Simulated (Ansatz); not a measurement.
Write a Python script for Ansatz 0.2.0, Python API that makes a short molecular-dynamics run of C2H5AlO, SMILES C[C](=O)[AlH2]. Settings (for the species named): BLYP, 6-31G basis, multiplicity 1, D3BJ dispersion.

```xyz
9

C     0.3983    1.0967   -0.5779
C     0.5991   -0.2652   -0.1409
O     1.6473   -0.7929   -0.3682
Al   -0.7303   -1.2619    0.7970
H     1.2544    1.5573   -1.0981
H     0.0892    1.7886    0.2841
H    -0.4646    1.1572   -1.3098
H    -0.4899   -2.7547    1.2694
H    -2.2149   -0.5714    1.1273
```

The script, `md_c2h5alo.py`:
```python
# -*- coding: utf-8 -*-
"""Molecular dynamics of one C2H5AlO molecule."""

import ansatz as az
from ase import Atoms
import numpy as np


def main():
    atoms = Atoms(["C", "C", "O", "Al", "H", "H", "H", "H", "H"], positions=[
        (0.3983, 1.0967, -0.5779),
        (0.5991, -0.2652, -0.1409),
        (1.6473, -0.7929, -0.3682),
        (-0.7303, -1.2619, 0.797),
        (1.2544, 1.5573, -1.0981),
        (0.0892, 1.7886, 0.2841),
        (-0.4646, 1.1572, -1.3098),
        (-0.4899, -2.7547, 1.2694),
        (-2.2149, -0.5714, 1.1273),
    ])
    molecule = az.Crystal.molecule_from_ase(atoms)

    job = molecule.calculation().basis(gaussian="6-31G").functional("BLYP", dispersion="d3bj")
    symbols = [site.symbol for site in molecule.cartesian_sites]
    start = np.array([site.position_ang for site in molecule.cartesian_sites], dtype=float)
    r = job.relax(force_tolerance=0.02).run(threads=1, backend="cpu").report
    end = np.array(r["positions_ang"])
    minimum = az.Crystal.molecule()
    for symbol, place in zip(symbols, end):
        minimum = minimum.atom(symbol, place.tolist())

    # dynamics from the relaxed geometry
    job = (
        minimum.calculation()
        .basis(gaussian="6-31G")  # the orbital basis, by name
        .functional("BLYP", dispersion="d3bj")
        .md("nve", timestep=0.5, steps=30, temperature=500, initial_velocities="maxwell_boltzmann", seed=13)
    )
    frames = []
    res = job.session().plan().execute(on_event=lambda e: frames.append(e["data"]) if e["event"] == "md_step" else None)
    print("t (fs)   E_pot (eV)      E_kin (eV)   T (K)   d(0-1) (A)")
    for f in frames[::1]:
        xyz = np.array(f["positions_ang"])
        print(f"{f['time_fs']:6.2f} {f['lagrangian_ev']:14.5f} {f['e_kin_ev']:10.5f} {f['temperature_k']:8.1f} {np.linalg.norm(xyz[0] - xyz[1]):9.4f}")
    kept = np.array([f["conserved_ev"] for f in frames])
    print(f"conserved energy moves by at most {1000 * np.ptp(kept):.3f} meV")
    symbols = [site.symbol for site in molecule.cartesian_sites]
    with open("last_frame.xyz", "w") as handle:
        handle.write(f"{len(symbols)}\nt = {frames[-1]['time_fs']} fs\n")
        handle.writelines("{:2s} {:10.5f} {:10.5f} {:10.5f}\n".format(s, *xyz) for s, xyz in zip(symbols, frames[-1]["positions_ang"]))


if __name__ == "__main__":
    main()
```

```console
$ python md_c2h5alo.py
t (fs)   E_pot (eV)      E_kin (eV)   T (K)   d(0-1) (A)
  0.00   -10795.25552    0.45241    500.0    1.5262
  0.50   -10795.23897    0.43645    482.4    1.5287
  1.00   -10795.19556    0.39388    435.3    1.5313
  1.50   -10795.13754    0.33670    372.1    1.5340
  2.00   -10795.07759    0.27743    306.6    1.5367
  2.50   -10795.02637    0.22668    250.5    1.5396
  3.00   -10794.99128    0.19182    212.0    1.5426
  3.50   -10794.97599    0.17652    195.1    1.5456
  4.00   -10794.98043    0.18074    199.8    1.5487
  4.50   -10795.00107    0.20095    222.1    1.5518
  5.00   -10795.03126    0.23056    254.8    1.5549
  5.50   -10795.06199    0.26061    288.0    1.5580
  6.00   -10795.08311    0.28110    310.7    1.5609
  6.50   -10795.08567    0.28329    313.1    1.5638
  7.00   -10795.06544    0.26325    290.9    1.5664
  7.50   -10795.02688    0.22556    249.3    1.5688
  8.00   -10794.98476    0.18476    204.2    1.5708
  8.50   -10794.96001    0.16108    178.0    1.5723
  9.00   -10794.96897    0.17010    188.0    1.5734
  9.50   -10795.01255    0.21263    235.0    1.5739
 10.00   -10795.07455    0.27309    301.8    1.5740
 10.50   -10795.13097    0.32833    362.9    1.5738
 11.00   -10795.16255    0.35951    397.3    1.5732
 11.50   -10795.16164    0.35894    396.7    1.5723
 12.00   -10795.13192    0.32997    364.7    1.5714
 12.50   -10795.08409    0.28301    312.8    1.5703
 13.00   -10795.03118    0.23087    255.2    1.5691
 13.50   -10794.98504    0.18528    204.8    1.5679
 14.00   -10794.95441    0.15495    171.3    1.5667
 14.50   -10794.94413    0.14474    160.0    1.5655
 15.00   -10794.95510    0.15553    171.9    1.5643
conserved energy moves by at most 4.245 meV
```

`last_frame.xyz`, as written:
```text
9
t = 15.0 fs
C     0.35612    1.20913   -0.64824
C     0.64926   -0.23640   -0.12723
O     1.76090   -0.86385   -0.35430
Al   -0.85506   -1.30019    0.84758
H     1.34343    1.63255   -1.19163
H     0.08952    1.83528    0.21202
H    -0.56271    1.13148   -1.33478
H    -0.64868   -2.92127    0.99171
H    -2.13019   -0.70333    1.51971
```

Reading the output:
- Total energies depend on the basis set; only differences at equal settings carry meaning.
- The trajectory is only some femtoseconds long, so its temperature is not equilibrated; where the script doesn't relax first, it starts from a rough generated geometry.
- The temperature counts the internal degrees of freedom alone.
- The whole script took 78 s on 1 thread of Arm Neoverse V1, with other jobs on the host, peak memory 0.2 GiB.
